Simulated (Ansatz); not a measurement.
# BFGeH4: the cost of one run

All numbers below are computed with Ansatz 0.2.0 (RKS PBE0/def2-SVP).

### 1 Starting point

Bond lengths: B1–Ge2 1.962 Å, Ge2–F3 1.748 Å, B1–H4 1.128 Å, B1–H5 1.235 Å, Ge2–H6 1.559 Å, Ge2–H7 1.575 Å. Angles: B1–Ge2–F3 107.6°, B1–Ge2–H6 110.3°, B1–Ge2–H7 109.9°, F3–Ge2–H6 110.4°, F3–Ge2–H7 110.0°, H6–Ge2–H7 108.6°, Ge2–B1–H4 122.3°, Ge2–B1–H5 121.0°, H4–B1–H5 116.7°.

Coordinates:

```xyz
7

B    -0.9191    0.1950   -0.6957
Ge    0.6336   -0.1270    0.4594
F     0.6722   -1.8347    0.8301
H    -1.6084   -0.6356   -1.0247
H    -1.1892    1.3320   -1.0946
H     0.5179    0.7114    1.7691
H     1.9542    0.2909   -0.2894
```

### 2 Preparing the start

input.yaml

```yaml
crystal:
  periodic: [false, false, false]
  atoms:
    - { symbol: B, position_ang: [-0.9191, 0.195, -0.6957] }
    - { symbol: Ge, position_ang: [0.6336, -0.127, 0.4594] }
    - { symbol: F, position_ang: [0.6722, -1.8347, 0.8301] }
    - { symbol: H, position_ang: [-1.6084, -0.6356, -1.0247] }
    - { symbol: H, position_ang: [-1.1892, 1.332, -1.0946] }
    - { symbol: H, position_ang: [0.5179, 0.7114, 1.7691] }
    - { symbol: H, position_ang: [1.9542, 0.2909, -0.2894] }
basis:
  gaussian: { orbitals: def2-SVP }
hamiltonian:
  xc: pbe0
relax:
  f_tol: 0.02
  max_steps: 40
scf:
  lower_state_search: "off"
output:
  orbitals: {}
```

Started as:

```sh
$ ansatz run input.yaml --threads 1 --pin off --max-ram 2048MiB --backend cpu --events-out ev --progress --plain --runs-dir out
```

Q: Estimate wall time and peak memory on 1 thread of Arm Neoverse V1, shared host.

About 14 s, with a peak of 0.14 GiB.
